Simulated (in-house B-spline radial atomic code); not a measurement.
**Kr: density, ELF and screening along the radius**

The task here is to estimate one member of a computed series from the others.

Program: in-house B-spline radial atomic code version 1. Level of theory: several methods, spin-polarised, as named in each step; spherical all-electron atom at the radial basis limit. These are calculated values, not measurements, unless marked.

## Starting point

| Property | Result |
| --- | --- |
| element | krypton (Z = 36) |
| charge | 0 |
| electrons | 36 |
| configuration | [Ar] 3d10 4s2 4p6 |
| nucleus | point (non-relativistic runs) or finite (X2C runs) |

The outer shells:

[Ar] 3d10 4s2 4p6
```
[Ar] core
3d [↑↓][↑↓][↑↓][↑↓][↑↓]
4s [↑↓]
4p [↑↓][↑↓][↑↓]
```

Where spins are not typed, each open shell is filled with up spins first.

The first run:

Input settings:

```ini
Z = 36
electrons = 36.0
configuration = [Ar] 3d10 4s2 4p6
hamiltonian = nr
method = lda,vwn
spin_polarised = True
```

Command:

```console
$ python run_scf.py task.json out
```

The settings of every run stand in task.json; they run in order.

Among the steps run: LDA (VWN5), non-rel.; PBE, non-rel.; Hartree-Fock, non-rel.; BLYP, non-rel..

One of the session's tables, all rows but one given; the rest of the session is left out.

Fields along the radius, from the same record (one point in 4):

```
r (bohr)  4πr²n (1/bohr)  screened charge r·V (e)
 0.00616           9.873                    34.89
  0.0137           28.46                    33.60
  0.0306           44.15                    31.13
  0.0682           37.16                    26.89
   0.152           51.29                    20.21
   0.339           32.95                    11.98
   0.756           15.36                    4.821
    1.68               ?                        ?
    3.76          0.3303                  0.02749
```

Q: Estimate the row for r (bohr) = 1.68 from the others.

Worked estimate for «4πr²n (1/bohr)». A straight line through the neighbours (0.756, 15.36) and (3.76, 0.3303) gives 15.36 + (0.3303 − 15.36) × (1.68 − 0.756) / (3.76 − 0.756) = 10.737; a parabola fitted to 3 rows on both sides gives -10.150, of a sign that no row has.

**Answer.** 4πr²n (1/bohr): 5.041; screened charge r·V (e): 1.114. In «4πr²n (1/bohr)» the line misses by +5.696 and the parabola by -15.191. The values bend between the rows more than so simple an estimate can follow.
